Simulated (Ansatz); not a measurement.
# 8 H2O + 1 SO2 in a periodic box: a dynamics run in two tries

Aim: a short trajectory for this system. The molecules were packed at random to 1.101 g/cm³.

All numbers below are computed with Ansatz 0.2.0 (DFT PBE+D3(BJ), plane waves, PAW, scalar-relativistic, no spin polarisation).

## Step 1: The starting structure

The cell holds 27 atoms (H16O10S): a = 6.797 Å, b = 6.797 Å, c = 6.797 Å, α = 90.00°, β = 90.00°, γ = 90.00°.

As a file:

```xyz
27
Lattice="6.7969 0.0000 0.0000 0.0000 6.7969 0.0000 0.0000 0.0000 6.7969" Properties=species:S:1:pos:R:3 pbc="T T T"
O     0.2163    1.6797    5.3851
H     0.5930    1.9156    6.2560
H    -0.5902    2.2264    5.3518
O     0.7615    6.6568    1.1044
H     1.0216    7.4130    1.6445
H     1.4793    6.1965    0.7277
O     5.7986    4.3191    6.9613
H     6.0955    3.6921    7.5677
H     6.4985    4.9623    7.3481
O     2.6132    5.9355    4.8889
H     2.8587    5.6615    3.9806
H     2.9509    6.9020    5.0151
O     3.7541    3.3423    4.1092
H     4.5626    3.7004    4.5371
H     3.1352    3.2704    4.8303
O     1.9288    4.2101    1.2374
H     1.4966    4.9099    1.8143
H     2.5286    4.8089    0.7188
O     1.9770    1.8129    2.4650
H     2.1172    2.7356    2.1244
H     2.4405    1.8932    3.2695
O    -1.0621    6.2308    3.6554
H    -0.6083    6.2687    2.8716
H    -0.6860    6.8673    4.3032
S     3.9223    0.5767    8.0218
O     5.1221    1.4427    8.0335
O     2.9815    0.7023    6.8893
```

## Step 2: First try

File input.yaml:

```yaml
crystal:
  lattice:
    - [6.796884, 0.0, 0.0]
    - [0.0, 6.796884, 0.0]
    - [0.0, 0.0, 6.796884]
  atoms:
    - { symbol: O, position: [0.0318268, 0.24713292, 0.79229165] }
    - { symbol: H, position: [0.08724629, 0.28183478, 0.92042151] }
    - { symbol: H, position: [-0.08682886, 0.32755476, 0.78739397] }
    - { symbol: O, position: [0.1120378, 0.979385, 0.16248988] }
    - { symbol: H, position: [0.15030005, 1.09064938, 0.24194938] }
    - { symbol: H, position: [0.21764973, 0.91166621, 0.10706377] }
    - { symbol: O, position: [0.85312175, 0.63545403, 1.0241902] }
    - { symbol: H, position: [0.89680642, 0.54319827, 1.11340167] }
    - { symbol: H, position: [0.95610081, 0.73008528, 1.08109112] }
    - { symbol: O, position: [0.38446903, 0.87327115, 0.71928858] }
    - { symbol: H, position: [0.42058935, 0.83294906, 0.58565391] }
    - { symbol: H, position: [0.43415243, 1.0154676, 0.73784773] }
    - { symbol: O, position: [0.55232317, 0.49174486, 0.60457024] }
    - { symbol: H, position: [0.67127951, 0.54443301, 0.66752824] }
    - { symbol: H, position: [0.46127386, 0.48116569, 0.71066584] }
    - { symbol: O, position: [0.28377974, 0.61941766, 0.18205613] }
    - { symbol: H, position: [0.22019084, 0.72237969, 0.26693296] }
    - { symbol: H, position: [0.37202937, 0.70751452, 0.10576161] }
    - { symbol: O, position: [0.2908633, 0.26672169, 0.36266721] }
    - { symbol: H, position: [0.31148941, 0.40248289, 0.31255448] }
    - { symbol: H, position: [0.35906158, 0.2785414, 0.48102221] }
    - { symbol: O, position: [-0.15626661, 0.91672095, 0.53781051] }
    - { symbol: H, position: [-0.08949744, 0.92229385, 0.422489] }
    - { symbol: H, position: [-0.10093293, 1.01035841, 0.63311407] }
    - { symbol: S, position: [0.57706706, 0.0848487, 1.18022059] }
    - { symbol: O, position: [0.75360092, 0.2122632, 1.18193388] }
    - { symbol: O, position: [0.43866075, 0.1033287, 1.01359524] }
basis:
  ecutwfc: 420.0
kpoints:
  mp_grid: { grid: [1, 1, 1] }
hamiltonian:
  xc: pbe
  dispersion: d3bj
scf:
  occupations: { method: fermi_dirac, width: 0.02 }
  lower_state_search: "off"
  max_iter: 98
md:
  timestep: 50.0
  n_steps: 25
  ensemble: nvt_langevin
  temperature: 1000.0
  initial_velocities: maxwell_boltzmann
  seed: 174815
  friction: 0.005
```

Started as:

```console
$ ansatz run input.yaml --threads 1 --pin off --max-ram 3072MiB --backend cpu --events-out ev --progress --plain --runs-dir out
```

Before running it: what results should come out? Wanted: first try.

**Answer**, as computed:

| quantity | value |
| --- | --- |
| first try | timeout |
| cause | the time step is longer than any vibration's period allows, so each step throws atoms far past their turning points |

The program did not catch the first fault at the input check, so it cost a run.
